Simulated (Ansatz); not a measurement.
# AsF (triplet): from Hartree-Fock to the top rungs, cc-pVDZ

Aim: climb from Hartree-Fock through coupled cluster and multireference methods for AsF (triplet) at one geometry and basis, and see what each rung misses.

Method: cc-pVDZ, core rule «outside noble gas», up to 15 orbitals frozen; program: Ansatz 0.2.0, Gaussian basis.

Plan: UHF; CCSD(T) on ROHF; CCSD(T) on UHF; BCCD(T) on ROHF; CISD as a restricted active space (open shells left free, so some higher excitations enter); CCSDT(Q) on ROHF; CCSDT(Q) on UHF; CASSCF and MRCISD+Q, 12 electrons in 8 orbitals; CASSCF and MRCISD+Q(relaxed), 12 electrons in 8 orbitals; CASSCF and NEVPT2, 12 electrons in 8 orbitals.

16 further runs of the same task are left out: 7 that didn't finish, 9 set aside as unsound or not needed. Runs told in other sessions of the task aren't counted.

### 1 What is computed

The geometry is a PBE0/def2-TZVP stationary point (not a proven minimum). No spin-orbit coupling is included. The filled d shell of As may be among the frozen orbitals whatever the setting's name suggests.

2 atoms, charge 0, spin multiplicity 3.

Atoms are counted from 1 here; the program's logs count them from 0.

Bond lengths: F1–As2 1.741 Å.

Geometry (Å):

```
F     0.00000    0.00000    0.00000
As    0.00000    0.00000    1.74120
```

### 2 UHF

File in.yaml:

```yaml
crystal:
  periodic: [false, false, false]
  atoms:
    - {symbol: F, position_ang: [0.000000, 0.000000, 0.000000]}
    - {symbol: As, position_ang: [0.000000, 0.000000, 1.741200]}
basis:
  gaussian: {orbitals: cc-pVDZ}
magnetization: {spin_polarized: true, initial_magnetization: 2}
hamiltonian: {xc: hf}
output: {orbitals: {seedname: orbitals}}
```

The run is started by

```console
ansatz run in.yaml --threads 1 --pin off --events-out ev --progress --plain --max-ram 2393MiB
```

After this run come: CCSD(T) on ROHF; CCSD(T) on UHF; BCCD(T) on ROHF; CISD as a restricted active space (open shells left free, so some higher excitations enter); CCSDT(Q) on ROHF; CCSDT(Q) on UHF; CASSCF and MRCISD+Q, 12 electrons in 8 orbitals; CASSCF and MRCISD+Q(relaxed), 12 electrons in 8 orbitals; CASSCF and NEVPT2, 12 electrons in 8 orbitals.

Before running them: what should the planned runs give, taken together? Wanted: UCCSDT(Q) from the RHF energy; RMP2 from UCCSDT(Q); UMP2 from UCCSDT(Q); RCCSD from UCCSDT(Q); RCCSD(T) from UCCSDT(Q); UCCSD(T) from UCCSDT(Q); RCCSDT(Q) from UCCSDT(Q); NEVPT2 valence from UCCSDT(Q); MRCISD+Q valence from UCCSDT(Q).

The runs gave:

| quantity | value |
| --- | --- |
| UCCSDT(Q) from the ROHF energy | -7.6699 eV |
| RMP2 from UCCSDT(Q) | +12.68 kcal/mol |
| UMP2 from UCCSDT(Q) | +12.94 kcal/mol |
| RCCSD from UCCSDT(Q) | +4.27 kcal/mol |
| RCCSD(T) from UCCSDT(Q) | +0.93 kcal/mol |
| UCCSD(T) from UCCSDT(Q) | +0.76 kcal/mol |
| RCCSDT(Q) from UCCSDT(Q) | +0.26 kcal/mol |
| NEVPT2 valence from UCCSDT(Q) | +23.72 kcal/mol |
| MRCISD+Q valence from UCCSDT(Q) | +1.63 kcal/mol |
| MRCISD+Q(relaxed) valence from UCCSDT(Q) | +0.73 kcal/mol |
| levels within 1 kcal/mol (43 meV) | RCCSD(T), UCCSD(T), BCCD(T), RCCSDT, UCCSDT, RCCSDT(Q), MRCISD+Q(relaxed) valence |
| T1 diagnostic | 0.022 |
| effectively unpaired electrons | 2.01 |

In words: RCCSD(T) lands +0.93 kcal/mol from the yardstick (0.5 % of the correlation energy). One determinant dominates. Of the multireference levels listed MRCISD+Q(relaxed) valence comes nearest in total energy (+0.73 kcal/mol), which doesn't show that its space is the better one. These misses are within one basis, not against nature; the frozen cores of restricted and unrestricted runs differ, which can shift their rows.
